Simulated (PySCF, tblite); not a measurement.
**C3H6F4GeS: geometry, infrared bands and NMR shifts**

What infrared bands and NMR shifts should C3H6F4GeS (`FC(F)C[S][GeH2][CH](F)F`) show?

Computed with tblite 0.8.0 and PySCF 2.14.0, with density-fitted response routines of our own, on a single molecule in the gas phase. Atoms are numbered from 0 throughout.

## Step 1: The starting structure

15 atoms, charge 0, multiplicity 1; geometry from: force field or distance geometry start.

Bonds of the start (Å): F0–C1 1.40, C1–F2 1.38, C1–C3 1.50, C3–S4 1.80, S4–Ge5 2.22, Ge5–C6 1.93, C6–F7 1.37, C6–F8 1.39, C1–H9 1.12, C3–H10 1.12, C3–H11 1.14, Ge5–H12 1.56, Ge5–H13 1.55, C6–H14 1.11.

## Step 2: Optimising the geometry with GFN2-xTB

What the job is given:

```
{"job": {"kind": "relax", "xc": "GFN2-xTB", "basis": "xTB"}, "charge": 0, "multiplicity": 1}
F      1.600900    -0.757500     1.003000
C      2.445700    -0.107100     0.092400
F      2.828700     1.105900     0.617900
C      1.784800     0.032000    -1.246600
S      0.248800     0.978600    -1.209900
Ge    -1.202300    -0.256800    -0.073500
C     -2.970300     0.517800     0.022200
F     -2.999600     1.883400     0.053200
F     -3.552500    -0.055700     1.142300
H      3.325800    -0.789100    -0.064800
H      2.497200     0.364800    -2.040900
H      1.513200    -1.042100    -1.527400
H     -0.628000    -0.408900     1.367200
H     -1.339700    -1.610000    -0.817900
H     -3.557200     0.152700    -0.844600
```

Launch:

```bash
$ OMP_NUM_THREADS=1 python probes_run.py task.json out
```

The driver reads the jobs from task.json and runs them one after another.

**Question.** This job is followed by: GFN2-xTB harmonic vibrations, gas phase; GIAO PBE0/pcSseg-1 NMR shielding, non-relativistic, gas phase. Predict these results of the whole session: strongest single infrared mode (GFN2-xTB); zero-point energy (GFN2-xTB); 13C shifts against TMS (PBE0/pcSseg-1); 1H shifts against TMS (PBE0/pcSseg-1, means over atoms taken as alike); 19F shifts against CFCl3 (PBE0/pcSseg-1, means over atoms taken as alike); 33S shifts against CS2 (PBE0/pcSseg-1); 73Ge shifts against GeMe4 (PBE0/pcSseg-1).

As calculated:

| quantity | value |
| --- | --- |
| strongest single infrared mode (GFN2-xTB) | 1994 cm⁻¹, 362 km/mol |
| zero-point energy (GFN2-xTB) | 53.8 kcal/mol |
| 13C shifts against TMS (PBE0/pcSseg-1) | 129.4, 119.9, 37.3 ppm |
| 1H shifts against TMS (PBE0/pcSseg-1, means over atoms taken as alike) | 6.44, 6.42, 5.23, 3.05 ppm |
| 19F shifts against CFCl3 (PBE0/pcSseg-1, means over atoms taken as alike) | -128.5, -138.9 ppm |
| 33S shifts against CS2 (PBE0/pcSseg-1) | -208 ppm |
| 73Ge shifts against GeMe4 (PBE0/pcSseg-1) | -80 ppm |

**Reading.** The optimisation took 124 steps and gained 0.674 eV; among the close pairs (by a distance rule), Ge5–C6 changed most, from 1.933 to 2.015 Å. All 39 modes are real, so the xTB geometry is a minimum. The strongest single mode, at 1994 cm⁻¹, moves mainly H12. GFN2-xTB is a fitted tight-binding method: band positions and strengths are rough. Its intensities can rank the bands wrongly. The most deshielded hydrogen is H14 (hydrogen on an sp3 CH bonded to 2 F and Ge), at 6.44 ppm: its carbon carries F, an electronegative neighbour. At PBE0/pcSseg-1: The largest span, 324 ppm, is at S4, where the paramagnetic term is -346 ppm. Spin-orbit coupling is left out, which matters for shieldings and couplings at and beside the heavy atoms.
